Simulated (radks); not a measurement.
**V⁺ in [Ne] 3s2 3p5 3d5: an all-electron calculation**

The task here is to estimate one member of a computed series from the others.

Method: scalar-relativistic Kohn-Sham, exchange-only r2SCAN, spin-polarised, spherical densities, finite nucleus; open shells are filled with parallel spins first. Code: radks (a radial shooting solver on a logarithmic mesh, Libxc functionals) version 1.

## What is computed

* element: vanadium (Z = 23)
* charge: +1
* electrons: 22
* configuration: [Ne] 3s2 3p5 3d5
* nuclear rms radius: 3.6002 fm

The outer shells:

V⁺
```
[Ne] core
3s [↑↓]
3p [↑↓][↑↓][↑ ]
3d [↑ ][↑ ][↑ ][↑ ][↑ ]
```

The first run:

Input:

```text
Z 23
configuration [Ne] 3s2 3p5 3d5 4s0 4p0 4d0 4f0
relativity scalar-relativistic
functional r2scan,
spin polarised
nucleus finite rms 3.6002 fm
c 137.035999084
```

One table of the session follows, with a row left open; its other results are not shown here.

It belongs to the step «Radial structure». From the orbitals of this run (lengths in bohr):

| level | <r> | outermost maximum (interpolated) | 90 % within | nodes |
| --- | --- | --- | --- | --- |
| 1s up | 0.06644 | 0.0435 | 0.119 | 0 |
| 1s down | 0.06644 | 0.0435 | 0.119 | 0 |
| 2s up | 0.3075 | 0.255 | 0.477 | 1 |
| 2s down | 0.3067 | 0.255 | 0.476 | 1 |
| 2p up | 0.2739 | 0.208 | 0.450 | 0 |
| 2p down | 0.2730 | 0.208 | 0.448 | 0 |
| 3s up | 0.9525 | 0.821 | 1.43 | 2 |
| 3s down | 0.9602 | 0.823 | 1.44 | 2 |
| 3p up | 1.023 | 0.848 | 1.58 | 1 |
| 3p down | ? | ? | ? | ? |
| 3d up | 1.431 | 0.908 | 2.51 | 0 |
| 4s up | 3.131 | 2.65 | 4.67 | 3 |
| 4p up | 4.048 | 3.36 | 6.13 | 2 |

Estimate the missing values for 3p down.

**Answer.** <r>: 1.035; outermost maximum (interpolated): 0.852; 90 % within: 1.60; nodes: 1. In the column «<r>» it lies between 3p up (1.023) and 3d up (1.431).
